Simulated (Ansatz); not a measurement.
**FH3NOSi radical: up Jacob's ladder to CCSD(T)**

How much do the methods differ for FH3NOSi radical? The plan is to run it at one geometry with functionals of several rungs and with coupled cluster, and see how far each lands from CCSD(T) at the basis-set limit for the atomisation energy.

Method: functionals in def2-TZVPP, the program's frozen cores in correlated methods; program: Ansatz 0.2.0, Gaussian basis.

Levels to be run: LDA (SPW92), PBE-D4, revPBE-D4, BLYP-D4, r2SCAN-D4, B97M-V, PBE0-D4, B3LYP-D4, r2SCANh-D4, r2SCAN0-D4, HSE06-D4, BHLYP-D4, CAM-B3LYP-D4, LC-ωPBE, ωB97X-V, ωB97M-V, B2PLYP, PBE-QIDH; CCSD(T)/def2-SVP; CCSD(T)/def2-TZVPP; CCSD(T)/def2-QZVPP; extrapolation to the limit; RPA on PBE.

## Step 1: The geometry

The geometry comes from an earlier relaxation with PBE0-D4 in a triple-zeta def2 set; it is a stationary point, not always the lowest conformer.

SMILES `[NH][SiH](O)F`, 7 atoms, charge 0, spin multiplicity 2.

Atoms are counted from 1 here; the program's logs count them from 0.

Bond lengths: N1–Si2 1.741 Å, N1–H5 1.020 Å, Si2–O3 1.623 Å, Si2–F4 1.592 Å, Si2–H6 1.474 Å, O3–H7 0.960 Å. Angles: Si2–N1–H5 117.1°, N1–Si2–O3 107.8°, N1–Si2–F4 104.5°, N1–Si2–H6 118.3°, O3–Si2–F4 111.9°, O3–Si2–H6 106.6°, F4–Si2–H6 107.7°, Si2–O3–H7 117.8°.

## Step 2: LDA

This LDA is Slater exchange with PW92 correlation.

in.yaml reads:

```yaml
crystal:
  periodic: [false, false, false]
  atoms:
    - {symbol: N, position_ang: [-0.666588, 0.653637, -1.073016]}
    - {symbol: Si, position_ang: [-0.101325, -0.148845, 0.365127]}
    - {symbol: O, position_ang: [1.496118, -0.389935, 0.204503]}
    - {symbol: F, position_ang: [-0.909081, -1.519877, 0.401462]}
    - {symbol: H, position_ang: [-1.287492, 1.452870, -0.944799]}
    - {symbol: H, position_ang: [-0.297269, 0.522275, 1.662403]}
    - {symbol: H, position_ang: [1.826937, -0.638025, -0.661381]}
basis:
  gaussian: {orbitals: def2-TZVPP}
magnetization: {spin_polarized: true, initial_magnetization: 1}
hamiltonian: {xc: lda}
output: {orbitals: {seedname: orbitals}}
```

Run with:

```console
$ ansatz run in.yaml --threads 2 --pin off --events-out ev --progress --plain --max-ram 32768MiB --backend cpu
```

After this run come: PBE-D4 (GGA); revPBE-D4 (GGA); BLYP-D4 (GGA); r2SCAN-D4 (meta-GGA); B97M-V (meta-GGA); B3LYP-D4 (hybrid); r2SCANh-D4 (hybrid); r2SCAN0-D4 (hybrid); HSE06-D4 (hybrid); BHLYP-D4 (hybrid); CAM-B3LYP-D4 (range-separated); LC-ωPBE (range-separated); ωB97X-V (range-separated); ωB97M-V (range-separated); B2PLYP (double hybrid); PBE-QIDH (double hybrid); CCSD(T) in def2-SVP; CCSD(T) in def2-TZVPP; CCSD(T) in def2-QZVPP; RPA on PBE orbitals.

Q: Predict the results of all the runs planned. Wanted: atomisation energy, CCSD(T)/CBS; farthest beyond LDA; mean size of error, GGA; mean size of error, meta-GGA; mean size of error, hybrid; mean size of error, range-separated; mean size of error, double hybrid; gap, smallest and largest; T1 diagnostic.

The runs gave:

```
                               quantity                                                       value
        atomisation energy, CCSD(T)/CBS                                               2550.5 kJ/mol
 functionals within 12.8 kJ/mol (0.5 %)  BLYP-D4, r2SCAN-D4, B97M-V, CAM-B3LYP-D4, ωB97X-V, ωB97M-V
                    farthest beyond LDA                                    BHLYP-D4 (-107.9 kJ/mol)
                mean size of error, GGA                                                 25.9 kJ/mol
           mean size of error, meta-GGA                                                  8.4 kJ/mol
             mean size of error, hybrid                                                 52.2 kJ/mol
    mean size of error, range-separated                                                  9.8 kJ/mol
      mean size of error, double hybrid                                                 48.7 kJ/mol
              gap, smallest and largest                   0.98 eV (LDA (SPW92)), 10.23 eV (LC-ωPBE)
                          T1 diagnostic                                                      0.0128
triples share of the correlation energy                                                       3.1 %
```

What this shows: The LDA atomisation energy is off by 366.0 kJ/mol (14 %): it overbinds. PBE-D4 misses by +25.0 kJ/mol. Double hybrids carry the basis error of their MP2 part in triple zeta, and no dispersion term here, so their miss is partly the set-up's. The rungs meta-GGA, range-separated miss on average by less than the doubt on the reference (12.8 kJ/mol), so they tie. The reference freezes the cores and leaves out relativity and excitations past (T), so misses under about 12.8 kJ/mol can't be ranked. Hartree-Fock recovers 70 % of the binding; the rest is correlation. CCSD(T) in def2-SVP is off by -268.8 kJ/mol, so the small basis spoils what the method gains. The gap grows from 1.0 to 10.2 eV across the functionals, mostly with the share of exact exchange.
